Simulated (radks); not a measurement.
**Tl²⁴⁺ in [Kr] 4d10 4f11: an all-electron calculation**

Aim: the levels, the sizes of the orbitals and the parts of the energy of the thallium ion Tl24+.

Program: radks (a radial shooting solver on a logarithmic mesh, Libxc functionals) version 1. Level of theory: Dirac Kohn-Sham, PBE, spin-unpolarised, spherical densities, finite nucleus; open shells are shared between the two j in proportion to 2j + 1. These are calculated values, not measurements, unless marked.

### 1 The atom as given

- element: thallium (Z = 81)
- charge: +24
- electrons: 57
- configuration: [Kr] 4d10 4f11
- nuclear rms radius: 5.4759 fm

The outer shells:

Tl²⁴⁺
```
[Kr] core
4d [↑↓][↑↓][↑↓][↑↓][↑↓]
4f [↑↓][↑↓][↑↓][↑↓][↑ ][↑ ][↑ ]
```

### 2 The calculation

The run's settings:

```text
Z 81
configuration [Kr] 4d10 4f11
relativity Dirac
functional pbe,pbe
spin unpolarised
j_filling average
nucleus finite rms 5.4759 fm
c 137.035999084
```

Q: Predict the outcome of this run.

The runs gave:

| quantity | value |
| --- | --- |
| total energy | -20036.0652 hartree |
| exchange-correlation share of it | 1.78 % |
| −T/E | 1.1592 |
| highest occupied level | 4f7/2, -742.61 eV |
| most extended occupied level | 4d5/2, <r> = 0.426 bohr |
| radius at density 0.001 e/bohr³ | 1.34 bohr |
| maxima of the radial density | 4 |
| ionisation energy, NIST | 760 (theory) eV |

What this shows: 4 principal shells are occupied and 4 maxima appear in the radial density. −T/E is 1.159: with relativity the kinetic term as defined here no longer equals −E. The top level binds by 742.61 eV, 98 % of the NIST ionisation energy of 760 eV. Spin polarisation and multiplet splitting are left out. Sharing an open shell by 2j + 1 raises it above the true ground level by a part of the spin-orbit splitting, which enters the differences from NIST.
